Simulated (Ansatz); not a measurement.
HPbNO4:

```xyz
7
Lattice="4.1992 0.1112 0.1682 1.9160 3.8913 0.1257 1.7609 1.2526 6.3727" Properties=species:S:1:pos:R:3 pbc="T T T"
H     6.1559    3.5396    4.2374
Pb    3.9410    4.7367    5.7714
N     2.1622    1.5295    2.0021
O     6.1170    3.6060    5.2180
O     2.2525    1.0554    0.8130
O     2.1821    0.7481    2.9790
O     2.0545    2.7723    2.1460
```

The cell was built by a generator and needn't be a form met in nature.

Base run:

- Program: Ansatz 0.2.0
- Functional: PBE
- Potentials or basis: Ansatz PAW
- Cutoff: 420 eV (not typed: the program's choice for these potentials)
- k mesh: 7 × 7 × 5
- Occupations: fermi-dirac, width 0.05 eV
- Spin: no spin polarisation

Its results: band gap on the k mesh 2.82 eV, indirect (least direct gap 2.84 eV); pressure 0.0 GPa.

Q: The run is repeated on the same cell with these changes: functional from PBE to LDA. What comes out?

A: Band gap on the k mesh 2.74 eV, indirect (least direct gap 2.76 eV); pressure -6.2 GPa.

LDA binds more tightly than PBE, so the same cell stands under less pressure.

Caveats: spin-orbit coupling is left out, which as a rule narrows the gap of such compounds by several tenths of an eV; odd divisions of the mesh miss points on the zone boundary, where band edges often lie, so the gap on the mesh can be too wide (some runs); the PAW data sets come from PBE, with cores solved anew for the run's functional, which leaves a small shift of forces and pressure (some runs).

A k mesh can miss the band edges.
